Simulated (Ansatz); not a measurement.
# GaH₂+ (triplet): from Hartree-Fock to the top rungs at distance Ga1–H2 = 1.928 Å, cc-pVTZ

Aim: climb from Hartree-Fock through coupled cluster and multireference methods for GaH₂+ (triplet) at one geometry and basis, and see what each rung misses.

Computed with Ansatz 0.2.0, Gaussian basis. Level: cc-pVTZ, core rule «outside noble gas», up to 14 orbitals frozen.

Plan: UHF; CCSD(T) on ROHF; CCSD(T) on UHF; BCCD(T) on ROHF; CISD; CCSDT(Q) on ROHF; CCSDT(Q) on UHF; CASSCF and MRCISD+Q, 4 electrons in 4 orbitals; CASSCF and NEVPT2, 4 electrons in 4 orbitals; CASSCF and MRCISD+Q, 4 electrons in 6 orbitals; CASSCF and NEVPT4(SD), 4 electrons in 6 orbitals; CASSCF and NEVPT2, 4 electrons in 6 orbitals; Full CI.

24 further runs of the same task are left out: 3 for a known fault of the program, 16 that didn't finish, 5 set aside as unsound or not needed.

### 1 The system

The geometry derives from a PBE0/def2-TZVP stationary point (not a proven minimum). One bond is set to the value named and the two fragments are kept rigid. No spin-orbit coupling is included. The filled d shell of Ga may be among the frozen orbitals whatever the setting's name suggests; the logs give the count.

3 atoms, charge 1, spin multiplicity 3.

Atoms are counted from 1 here; the program's logs count them from 0.

Bond lengths: Ga1–H2 1.928 Å, Ga1–H3 1.768 Å. Angles: H2–Ga1–H3 71.9°.

### 2 UHF

File in.yaml:

```yaml
crystal:
  periodic: [false, false, false]
  atoms:
    - {symbol: Ga, position_ang: [0.000000, -0.001319, -0.042036]}
    - {symbol: H, position_ang: [0.000000, 1.130793, 1.518575]}
    - {symbol: H, position_ang: [0.000000, -1.039571, 1.389190]}
basis:
  gaussian: {orbitals: cc-pVTZ}
total_charge: 1
magnetization: {spin_polarized: true, initial_magnetization: 2}
hamiltonian: {xc: hf}
output: {orbitals: {seedname: orbitals}}
```

Launch:

```sh
$ ansatz run in.yaml --threads 1 --pin off --events-out ev --progress --plain --max-ram 2393MiB
```

After this run come: CCSD(T) on ROHF; CCSD(T) on UHF; BCCD(T) on ROHF; CISD; CCSDT(Q) on ROHF; CCSDT(Q) on UHF; CASSCF and MRCISD+Q, 4 electrons in 4 orbitals; CASSCF and NEVPT2, 4 electrons in 4 orbitals; CASSCF and MRCISD+Q, 4 electrons in 6 orbitals; CASSCF and NEVPT4(SD), 4 electrons in 6 orbitals; CASSCF and NEVPT2, 4 electrons in 6 orbitals; Full CI.

Before running them: what should the planned runs give, taken together? Wanted: FCI below the RHF energy; RMP2 from FCI; UMP2 from FCI; RCCSD from FCI; RCCSD(T) from FCI; UCCSD(T) from FCI; RCCSDT(Q) from FCI; UCCSDT(Q) from FCI; NEVPT2 pair from FCI.

As calculated:

| quantity | value |
| --- | --- |
| FCI below the RHF energy | -1.8473 eV |
| RMP2 from FCI | +45.6 kJ/mol |
| UMP2 from FCI | +45.4 kJ/mol |
| RCCSD from FCI | +4.4 kJ/mol |
| RCCSD(T) from FCI | +1.0 kJ/mol |
| UCCSD(T) from FCI | -0.2 kJ/mol |
| RCCSDT(Q) from FCI | -0.1 kJ/mol |
| UCCSDT(Q) from FCI | -1.3 kJ/mol |
| NEVPT2 pair from FCI | +41.4 kJ/mol |
| MRCISD+Q pair from FCI | +1.2 kJ/mol |
| NEVPT2 valence from FCI | +17.8 kJ/mol |
| levels within 1 kcal/mol (43 meV) | CISD, UCCSD, RCCSD(T), UCCSD(T), BCCD(T), RCCSDT, UCCSDT, RCCSDT(Q), UCCSDT(Q), MRCISD+Q pair, NEVPT4(SD) valence, MRCISD valence, MRCISD+Q valence |
| T1 diagnostic | 0.049 |
| effectively unpaired electrons | 2.03 |

**Reading.** RCCSD(T) misses by +1.0 kJ/mol, 0.6 % of the correlation energy. UCCSD(T), UCCSDT, UCCSDT(Q) fall below full CI: unrestricted runs freeze a spin-polarised core, another one than full CI's, and coupled cluster isn't variational. The occupations are near whole numbers, but T1 = 0.049 shows that the orbitals relax strongly. Of the multireference levels listed MRCISD+Q valence comes nearest in total energy (+0.7 kJ/mol), which doesn't show that its space is the better one. These misses are within one basis, not against nature; the frozen cores of restricted and unrestricted runs differ, which can shift their rows.
